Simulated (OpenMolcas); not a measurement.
**C2HCl2Si (SMILES C#C[Si](Cl)Cl): levels of theory compared**

Aim: a comparison of 6 runs (UB3LYP/6-31G*, U-revPBE/cc-pVDZ, UBLYP/cc-pVDZ, UPBE/cc-pVDZ, UPBE0/cc-pVDZ) of C2HCl2Si. 

Program for the calculation: OpenMolcas 26.06.

**1. The system as given**

The species is C2HCl2Si (6 atoms), meant as a doublet with charge 0. As SMILES, `C#C[Si](Cl)Cl`. The C2–Si3 distance was set to 2.345 Å, away from the relaxed value.

Bond lengths: C1–C2 1.208 Å, Si3–Cl4 2.043 Å, Si3–Cl5 2.043 Å, C1–H6 1.066 Å. Angles: Cl4–Si3–Cl5 110.2°, C2–C1–H6 179.0°. A long bond or contact: C2–Si3 2.345 Å.

**2. The energy at UB3LYP/6-31G(d) (spherical functions) (run 1)**

Input file calc.input:

```
* C2HCl2Si Kohn-Sham DFT
&GATEWAY
BasLib=$CurrDir
Coord
6
angstrom
C        1.632278       0.687265       1.507210
C        0.829278       0.299165       0.692910
Si      -0.504400      -0.583800      -1.021800
Cl      -1.914000      -1.830600      -0.226100
Cl      -1.406000       0.937000      -2.046300
H        2.328178       1.038265       2.235110
Basis=6-31Gs
Group=NoSym
&SEWARD
GridInput
Grid=UltraFine
End of Grid
&SCF
UHF
Spin=2
KSDFT=B3LYP
Thresholds=1e-10 1e-07 1e-07 1e-05
PrOrbitals=1 1
```

The basis set 6-31G* is read from a file made from the Basis Set Exchange's data (not shown).

The run is started by

```bash
$ export MOLCAS_MEM=1860
$ pymolcas calc.input > calc.log
```

Output:

```text
--- Start Module: gateway ---
[...]
--- Stop Module: gateway /rc=_RC_ALL_IS_WELL_ ---
--- Start Module: seward ---
[...]
      Basis functions           84
--- Stop Module: seward /rc=_RC_ALL_IS_WELL_ ---
[...]
--- Start Module: scf ---
[...]
       Convergence after  21 Iterations
[...]
::    Total KS-DFT energy                           -1286.6244450885
[...]
      Total spin, S                                     0.5021354624
[...]
      Total electronic charge=   61.000000
      Total            charge=   -0.000000
[...]
      Dipole Moment (debye):
      Origin of the operator (angstrom)=   -0.7999   -0.2823   -0.6459
                   X=  4.2063E-01               Y= -4.6415E-01               Z= -5.8669E-01           Total=  8.5824E-01
      Quadrupole Moment (debye*angstrom):
[...]
--- Stop Module: scf /rc=_RC_ALL_IS_WELL_ ---
[...]
```

It took 25 s on 1 thread of Intel Xeon 6975P-C (Granite Rapids), shared host; peak memory 0.47 GiB.

**3. The energy at U-revPBE/cc-pVDZ (run 2)**

Input file mol.inp:

```
>>> EXPORT MOLCAS_PRINT=2

&gateway
  baslib
  $CurrDir
  coord
  6
  angstrom
  C        1.632278       0.687265       1.507210
  C        0.829278       0.299165       0.692910
  Si      -0.504400      -0.583800      -1.021800
  Cl      -1.914000      -1.830600      -0.226100
  Cl      -1.406000       0.937000      -2.046300
  H        2.328178       1.038265       2.235110
  basis
  cc-pVDZ
  group
  NoSym

&seward
  gridinput
  Grid=UltraFine
  End of Grid

&scf
  uhf
  spin
  2
  ksdft
  revPBE
  thresholds
  1e-10 1e-07 1e-07 1e-05
  prorbitals
  0
```

The basis set cc-pVDZ is read from a file made from the Basis Set Exchange's data (not shown).

The run is started by

```bash
$ export MOLCAS_MEM=1860
$ pymolcas mol.inp > mol.log
```

Output:

```text
--- Start Module: gateway ---
[...]
--- Stop Module: gateway /rc=_RC_ALL_IS_WELL_ ---
--- Start Module: seward ---
[...]
      Basis functions           87
--- Stop Module: seward /rc=_RC_ALL_IS_WELL_ ---
[...]
--- Start Module: scf ---
[...]
       Convergence after  19 Iterations
[...]
::    Total KS-DFT energy                           -1286.4121286263
[...]
      Total spin, S                                     0.5015618918
[...]
      Total electronic charge=   61.000000
      Total            charge=   -0.000000
[...]
      Dipole Moment (debye):
      Origin of the operator (angstrom)=   -0.7999   -0.2823   -0.6459
                   X= -3.3289E-02               Y= -4.6182E-01               Z= -7.0992E-01           Total=  8.4757E-01
      Quadrupole Moment (debye*angstrom):
[...]
--- Stop Module: scf /rc=_RC_ALL_IS_WELL_ ---
[...]
```

Run time: 29 s. Hardware: 1 thread of Intel Xeon 6975P-C (Granite Rapids), shared host; peak memory 0.48 GiB.

Runs 3 to 5 aren't shown in full; the table further down has their settings and results.

**4. A single-point energy at UB3LYP/6-31G(d) (Cartesian functions) (run 6)**

Input file run.input:

```
>>> EXPORT MOLCAS_PRINT=2

&GATEWAY
 BASLIB=$CurrDir
 COORD
 6
 angstrom
 C        1.632278       0.687265       1.507210
 C        0.829278       0.299165       0.692910
 Si      -0.504400      -0.583800      -1.021800
 Cl      -1.914000      -1.830600      -0.226100
 Cl      -1.406000       0.937000      -2.046300
 H        2.328178       1.038265       2.235110
 BASIS=6-31Gs
 GROUP=NoSym

&SEWARD
 GRIDINPUT
 Grid=UltraFine
 End of Grid

&SCF
 UHF
 SPIN=2
 KSDFT=B3LYP
 THRESHOLDS=1e-10 1e-07 1e-07 1e-05
 PRORBITALS=1 2
```

The basis set 6-31G* is read from a file made from the Basis Set Exchange's data (not shown).

The run is started by

```bash
$ export MOLCAS_MEM=1860
$ pymolcas run.input > run.log
```

Output:

```text
--- Start Module: gateway ---
[...]
--- Stop Module: gateway /rc=_RC_ALL_IS_WELL_ ---
--- Start Module: seward ---
[...]
      Basis functions           89
--- Stop Module: seward /rc=_RC_ALL_IS_WELL_ ---
[...]
--- Start Module: scf ---
[...]
       Convergence after  21 Iterations
[...]
::    Total KS-DFT energy                           -1286.6346113232
[...]
      Total spin, S                                     0.5021384367
[...]
      Total electronic charge=   61.000000
      Total            charge=   -0.000000
[...]
      Dipole Moment (debye):
      Origin of the operator (angstrom)=   -0.7999   -0.2823   -0.6459
                   X=  4.1757E-01               Y= -4.6623E-01               Z= -5.9070E-01           Total=  8.6061E-01
      Quadrupole Moment (debye*angstrom):
[...]
--- Stop Module: scf /rc=_RC_ALL_IS_WELL_ ---
[...]
```

Run time: 27 s. Hardware: 1 thread of Intel Xeon 6975P-C (Granite Rapids), shared host; peak memory 0.49 GiB.

**5. The series**

```
run                                level  Cartesian functions   energy (Eh)  dipole moment (D)  HOMO energy (eV)  LUMO energy (eV)  wall time
  1  UB3LYP/6-31G* (spherical functions)                   no  -1286.624445               0.86             -7.05             -4.34       25 s
  2                     U-revPBE/cc-pVDZ                   no  -1286.412129               0.85             -6.08             -4.65       29 s
  3                        UBLYP/cc-pVDZ                   no  -1286.621839               0.86             -5.85             -4.72       29 s
  4                         UPBE/cc-pVDZ                   no  -1286.034369               0.82             -6.09             -4.77       28 s
  5                        UPBE0/cc-pVDZ                   no  -1286.137243               0.95             -7.36             -3.98       27 s
  6  UB3LYP/6-31G* (Cartesian functions)                  yes  -1286.634611               0.86             -7.05             -4.34       27 s
```

**6. Results**

```
                                 quantity           value
                      run 6: total energy  -1286.63461 Eh
                     run 6: dipole moment          0.86 D
run 6: HOMO energy (highest over α and β)        -7.05 eV
 run 6: LUMO energy (lowest over α and β)        -4.34 eV
                              run 6: ⟨S²⟩           0.754
```

The dipole moment (its size) runs from 0.82 D (UPBE/cc-pVDZ) to 0.95 D (UPBE0/cc-pVDZ). Totals of different functionals can't be ranked against each other. All runs together took 2.7 min, the longest 29 s.
